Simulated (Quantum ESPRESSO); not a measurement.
## ZnS3: zone-centre phonons under several settings

```xyz
4
Lattice="0.0000 3.1808 3.1808 3.1808 0.0000 3.1808 3.1808 3.1808 0.0000" Properties=species:S:1:pos:R:3 pbc="T T T"
Zn    0.0000    0.0000    0.0000
S     1.5904    1.5904    1.5904
S     4.7712    4.7712    4.7712
S     3.1808    3.1808    3.1808
```

The cell was built by a generator and needn't be a form met in nature.

All runs used Quantum ESPRESSO 7.5; potentials SG15 PBE 1.2; k mesh 2 × 2 × 2, shifted; relaxed cell; no spin polarisation; cutoff 952 eV; occupations fermi-dirac, width 0.05 eV.

```csv
level,volume (Å³/atom),lowest optical mode without the field (cm⁻¹),highest optical mode without the field (cm⁻¹)
PBE,16.01,248i,81
revPBE,16.43,257i,73
WC,15.24,232i,108
RPBE,?,?,?
vdW-DF-cx,15.53,227i,106
```

Problem. What stands in the row left open?

Solution. Volume 16.60 Å³/atom; lowest optical mode without the field 260i cm⁻¹; highest optical mode without the field 70 cm⁻¹.

Values marked i are imaginary: the cell is unstable against those modes at that level, or the meshes are too thin.

Caveats: all runs use coarse meshes; the mesh is thin for the phonons of a metal; some modes are imaginary; the potentials were made for another functional, which shifts forces and pressure (some runs); before the sum rule the acoustic modes lie tens of cm⁻¹ from zero, a sign that the density grid also shifts the optical modes (some runs).

For the row left open. Caveat: the k mesh is coarse (spacing up to 0.86 Å⁻¹), so the values aren't converged; the mesh is thin for the phonons of a metal; the potentials were made for another functional, which shifts forces and pressure; some modes are imaginary.
